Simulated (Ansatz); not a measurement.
# ZrF+ (quintet): wave-function methods side by side, def2-QZVPP

One table from this session's results is given with a row withheld; the runs are named, their logs left out.

Program: Ansatz 0.2.0, Gaussian basis. Level of theory: def2-QZVPP, core rule «outside noble gas», up to 5 orbitals frozen. These are calculated values, not measurements.

Plan: UHF; ROHF; CCSD(T) on UHF.

2 further runs of the same task are left out: 2 set aside as unsound or not needed. Runs told in other sessions of the task aren't counted.

**The geometry**

The geometry is a PBE0/def2-TZVP stationary point (not a proven minimum) of the parent state, kept for this charge and spin. No spin-orbit coupling is included. Elements past krypton take def2 core potentials.

2 atoms, charge 1, spin multiplicity 5.

Atoms are counted from 1 here; the program's logs count them from 0.

Bond lengths: Zr1–F2 1.817 Å.

Geometry (Å):

```xyz
2
FZr
Zr    0.0000    0.0000    0.0000
F     0.0000    0.0000    1.8172
```

Set-up of the first run:

in.yaml reads:

```yaml
crystal:
  periodic: [false, false, false]
  atoms:
    - {symbol: Zr, position_ang: [0.000000, 0.000000, 0.000000]}
    - {symbol: F, position_ang: [0.000000, 0.000000, 1.817200]}
basis:
  gaussian: {orbitals: "def2-QZVPP.json"}
total_charge: 1
magnetization: {spin_polarized: true, initial_magnetization: 4}
hamiltonian: {xc: hf}
output: {orbitals: {seedname: orbitals}}
```

On the command line:

```bash
$ ansatz run in.yaml --threads 1 --pin off --events-out ev --progress --plain --max-ram 2560MiB --backend cpu
```

Steps of the session up to this table: UHF; ROHF; CCSD(T) on UHF.

One of the session's tables, all rows but one given; the rest of the session is left out.

It belongs to the step «Misses and costs». 

| method | from UCCSD(T) (kcal/mol) |
| --- | --- |
| ROHF | +171.51 |
| UHF | +165.23 |
| UMP2 | +13.30 |
| UCCSD | ? |
| UCCSD(T) | 0 |

Q: Estimate the row for UCCSD from the others.

As computed: from UCCSD(T) (kcal/mol): +3.64. In the column «from UCCSD(T) (kcal/mol)» it lies between UCCSD(T) (0) and UMP2 (+13.30).
